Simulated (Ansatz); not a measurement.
# ClFGeH3NO: the cost of one run

Computed with the Python package of Ansatz 0.2.0. Level of theory: r2SCAN/def2-TZVP.

### 1 The structure

Bond lengths: N1–Ge2 1.820 Å, Ge2–O3 1.766 Å, Ge2–F4 1.705 Å, Ge2–Cl5 2.175 Å, N1–H6 1.033 Å, N1–H7 1.091 Å, O3–H8 1.046 Å. Angles: N1–Ge2–O3 107.9°, N1–Ge2–F4 112.6°, N1–Ge2–Cl5 110.0°, O3–Ge2–F4 108.7°, O3–Ge2–Cl5 110.2°, F4–Ge2–Cl5 107.4°, Ge2–N1–H6 111.3°, Ge2–N1–H7 106.5°, H6–N1–H7 102.1°, Ge2–O3–H8 104.5°.

clfgeh3no.xyz, read by the script:

```xyz
8

N    -0.92500    0.71860    0.65450
Ge   -0.00800   -0.37440   -0.47560
O     0.72510   -1.66100    0.48750
F    -1.01160   -1.08200   -1.65890
Cl    1.53220    0.75420   -1.51770
H    -0.28480    1.22360    1.28860
H    -1.32740    1.52810    0.04290
H     1.39160   -1.16410    1.12300
```

### 2 The code

bde_clfgeh3no.py

```python
import ansatz as az


def single_point(molecule, charge=0, unpaired=0):
    calc = molecule.calculation().basis(gaussian="def2-TZVP").functional("r2SCAN")
    if charge:
        calc = calc.charge(charge)
    if unpaired:
        calc = calc.spin("collinear", total=unpaired)
    return calc.run().report["free_energy_ev"]

def without(molecule, index):
    rest = az.Crystal.molecule()
    for i, site in enumerate(molecule.cartesian_sites):
        if i != index:
            rest = rest.atom(site.symbol, site.position_ang)
    return rest

molecule = az.Crystal.molecule_from_extxyz("clfgeh3no.xyz")

whole = single_point(molecule, 0)
hydrogen = single_point(az.Crystal.molecule().atom("H", (0, 0, 0)), 0, 1)
print(f"E(molecule) = {whole:.5f} eV, E(H) = {hydrogen:.5f} eV")
for index in [6, 7]:
    radical = single_point(without(molecule, index), 0, 1)
    print(f"H{index}: homolysis {23.060548 * (radical + hydrogen - whole):.1f} kcal/mol")
```

### 3 The calls as engine input

The package turns the script's settings into the engine's input (first run):

```yaml
crystal:
  periodic: [false, false, false]
  atoms:
    - { symbol: "N", position_ang: [-0.925, 0.7186, 0.6545] }
    - { symbol: Ge, position_ang: [-0.008, -0.3744, -0.4756] }
    - { symbol: O, position_ang: [0.7251, -1.661, 0.4875] }
    - { symbol: F, position_ang: [-1.0116, -1.082, -1.6589] }
    - { symbol: Cl, position_ang: [1.5322, 0.7542, -1.5177] }
    - { symbol: H, position_ang: [-0.2848, 1.2236, 1.2886] }
    - { symbol: H, position_ang: [-1.3274, 1.5281, 0.0429] }
    - { symbol: H, position_ang: [1.3916, -1.1641, 1.123] }
basis:
  gaussian:
    orbitals: def2-TZVP
hamiltonian:
  xc: r2scan
```

### 4 Running it

Started as:

```bash
> python bde_clfgeh3no.py
```

What time and memory should one allow on 1 thread of Arm Neoverse V2, shared host?

About 2.6 min, with a peak of 0.58 GiB.
